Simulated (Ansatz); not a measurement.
Runs of Ansatz 0.2.0 on VCrC2. Symmetry: R-3m, No. 166, trigonal system. Conventional cell: a = 2.921 Å, b = 2.921 Å, c = 14.218 Å, α = 90.00°, β = 90.00°, γ = 120.00°. Around Cr (site symmetry -3m) lie 6 C at 2.05 Å. V (site symmetry -3m) has 6 C at 2.07 Å as nearest neighbours. Around C (site symmetry 3m) lie 3 Cr at 2.05 Å and 3 V at 2.07 Å. The cell comes from a database or a generator and needn't be the stable form of this composition.

```csv
level,U,hubbard projectors,double counting,gap on the mesh (eV),pressure (GPa),moment (μB),largest force (eV/Å)
PBE+U,"Cr d U = 1 eV, V d U = 1 eV",ortho-atomic (the default),fll (the default),none,(c),1.58,(a)
PBE,-,-,-,none,(b),1.09,0.02
PBE+U,"Cr d U = 3 eV, V d U = 3 eV",ortho-atomic (the default),fll (the default),none,14.7,2.58,0.85
PBE+U,"Cr d U = 2 eV, V d U = 2 eV",ortho-atomic (the default),fll (the default),none,10.1,1.70,0.46
```

Alike in all rows: task band structure; potentials or basis Ansatz PAW; spin collinear, ferromagnetic start; cell as given; k mesh 11 × 11 × 11; cutoff (eV) 420; smearing fermi-dirac 0.05 eV.

Estimate the missing entries.

(a) 0.21; (b) 0.4; (c) 6.0.

Caveats: the magnetic or orbital state may not be the lowest (some runs); the U is typed as a test and isn't derived for this compound (some runs); the starting moments weren't kept (some runs).

A gap of «none» marks a metal or a gap under the smearing width.
